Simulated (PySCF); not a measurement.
# [PdO3]-: quartet, from a side-on plus terminal start

The task is one start of a wider search on [PdO3]-: the quartet, built as side-on plus terminal. It is relaxed, tested by its Hessian and followed downhill if it is a saddle.

Method: PBE0, basis Pd def2-SVPD with ECP28, O def2-SVPD, scalar-relativistic core potentials, no spin–orbit coupling, density fitting; program: PySCF 2.14.0.

**1. The system as given**

4 atoms, charge -1, spin multiplicity 4.

Bond lengths: Pd1–O2 1.885 Å, Pd1–O3 1.885 Å, Pd1–O4 1.753 Å, O2–O3 1.440 Å. Angles: O2–Pd1–O3 44.9°, O2–Pd1–O4 157.5°, O3–Pd1–O4 157.5°, Pd1–O2–O3 67.5°, Pd1–O3–O2 67.5°.

Coordinates in bohr (charge -1 multiplicity 4):
```
Pd    0.0000    0.0000    0.0000
O     1.3606    0.0000    3.2919
O    -1.3606    0.0000    3.2919
O     0.0000    0.0000   -3.3127
```

**2. First SCF at the start**

One driver script runs all steps and calls PySCF; scf.py shows how it sets up the SCF of each step. The optimiser is the driver's own. After this first run the driver tries any further starts and a stability analysis.

The input, scf.py:

```python
from pyscf import gto, scf, dft
mol = gto.M(atom='''
Pd     0.000000     0.000000     0.000000
O      0.720000     0.000000     1.742000
O     -0.720000     0.000000     1.742000
O      0.000000     0.000000    -1.753000''',
    basis={'Pd': 'def2-SVPD', 'O': 'def2-SVPD'},
    ecp={'Pd': 'def2-SVPD'},
    charge=-1, spin=3)
mf = dft.UKS(mol, xc='PBE0')
mf.grids.atom_grid = (50, 194)
aux = {'Pd': 'def2-universal-JKFIT', 'O': 'def2-universal-JKFIT'}
mf = mf.density_fit(auxbasis=aux)
mf.conv_tol = 1e-08
mf.diis_space = 10
mf.max_cycle = 60
mf.init_guess = 'minao'
mf.verbose = 4
mf.kernel()
```

Run with:

```
$ OMP_NUM_THREADS=2 python axn.py task.json out
```

The runs that follow: Relaxing the quartet from the side-on plus terminal start; Is it a minimum? Harmonic modes.

What does the calculation give? Wanted: minimum; geometry; wavenumbers; dipole moment; highest occupied, lowest empty level; polar-tensor charge of Pd1; zero-point energy; ⟨S²⟩.

As calculated:

```
                                          quantity                                                                                              value
                                           minimum                                                                                       quartet, C2v
                                          geometry  O–O 1.299 Å, Pd–O 1.832 Å, Pd–O 2.202 Å (×2); O–O–Pd 72.8° (×2), O–Pd–O 34.3°, O–Pd–O 162.8° (×2)
                                wavenumbers (cm⁻¹)                                         72 (b2), 135 (b1), 151 (b2), 329 (a1), 624 (a1), 1253 (a1)
                    dipole moment (centre of mass)                                                                                             1.68 D
highest occupied, lowest empty level (either spin)                                                                                     -0.87, 2.20 eV
                        polar-tensor charge of Pd1                                                                                            +0.13 e
                                 zero-point energy                                                                                        15.3 kJ/mol
                               entropy at 298.15 K                                                                                    327.9 J/(mol K)
                                              ⟨S²⟩                                                                                              3.783
```

What this shows: The molecule stays C2v, as typed, and the end point is a minimum. In the infrared the band at 1253 cm⁻¹ (a1) leads. Only this shape and spin were tried, so other structures or states may lie lower. One determinant may miss the lowest occupation of an open d or f shell.
